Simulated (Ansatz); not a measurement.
**TeAs2: how settings move the results**

An exercise on one series of results from a longer session: the logs are not shown, and one member is left open.

Computed with Ansatz 0.2.0 (DFT PBE, scalar-relativistic, plane waves, PAW for the base; runs at other levels say so in their headings and inputs, unless a step's input says otherwise).

1 further run of the same task is left out (set aside as unsound or not needed).

### The starting structure

Symmetry: I4_1/amd, No. 141, tetragonal system. The conventional cell has a = 7.113 Å, b = 7.113 Å, c = 5.881 Å, α = 90.00°, β = 90.00°, γ = 90.00°. Around Te (site symmetry -4m2) lie 4 As at 2.83 Å. As (site symmetry 2/m) is surrounded by 2 Te at 2.83 Å and 4 As at 2.91 Å.

As a file:

```
Te As
1.0
    -3.55645    3.55645    2.94052
     3.55645   -3.55645    2.94052
     3.55645    3.55645   -2.94052
Te As
2 4
Direct
  0.75000 0.25000 0.50000
  0.00000 0.00000 0.00000
  0.37500 0.62500 0.25000
  0.37500 0.12500 0.75000
  0.37500 0.62500 0.75000
  0.87500 0.62500 0.25000
```

Source of the structure: the Materials Project (structure only). It is taken as it stands there.

### The base run, which the others are set against

The input, input.yaml:

```yaml
crystal:
  lattice:
    - [-3.556454, 3.556454, 2.940516]
    - [3.556454, -3.556454, 2.940516]
    - [3.556454, 3.556454, -2.940516]
  atoms:
    - { symbol: Te, position: [0.75, 0.25, 0.5] }
    - { symbol: Te, position: [0.0, 0.0, 0.0] }
    - { symbol: As, position: [0.375, 0.625, 0.25] }
    - { symbol: As, position: [0.375, 0.125, 0.75] }
    - { symbol: As, position: [0.375, 0.625, 0.75] }
    - { symbol: As, position: [0.875, 0.625, 0.25] }
basis:
  ecutwfc: 420
kpoints:
  mp_grid: { grid: [8, 8, 8] }
hamiltonian:
  xc: pbe
scf:
  occupations: { method: gaussian, width: 0.1 }
output:
  forces: true
  stress: true
  eigenvalues: true
  populations: true
  write_density: true
  write_potential: true
  elf: true
  volumetric_format: npy
```

Its results, from an earlier run: -5563.8681 eV/atom at zero smearing, pressure -0.69 GPa, largest force 0.000 eV/Å, no gap on the mesh, in 8 SCF cycles and 19 s.

Set-up of the first run:

The input, input.yaml:

```yaml
crystal:
  lattice:
    - [-3.556454, 3.556454, 2.940516]
    - [3.556454, -3.556454, 2.940516]
    - [3.556454, 3.556454, -2.940516]
  atoms:
    - { symbol: Te, position: [0.75, 0.25, 0.5] }
    - { symbol: Te, position: [0.0, 0.0, 0.0] }
    - { symbol: As, position: [0.375, 0.625, 0.25] }
    - { symbol: As, position: [0.375, 0.125, 0.75] }
    - { symbol: As, position: [0.375, 0.625, 0.75] }
    - { symbol: As, position: [0.875, 0.625, 0.25] }
basis:
  ecutwfc: 420
kpoints:
  mp_grid: { grid: [8, 8, 8] }
hamiltonian:
  xc: lda
scf:
  occupations: { method: gaussian, width: 0.1 }
output:
  forces: true
  stress: true
  eigenvalues: true
```

Run with:

```console
$ ansatz run input.yaml --threads 1 --pin off --max-ram 2560MiB --backend cpu --events-out ev --progress --plain --runs-dir out
```

Steps of the session up to this table: Functional: LDA; Functional: PBEsol; Functional set to r2SCAN.

One of the session's tables, all rows but one given; the rest of the session is left out.

```
functional  pressure (GPa)
       PBE            -0.7
       LDA               ?
    PBEsol            -3.8
    r2SCAN            -1.7
```

**Question.** Estimate the row for LDA.

As computed: pressure (GPa): -5.0. In the column «pressure (GPa)» it is the lowest.
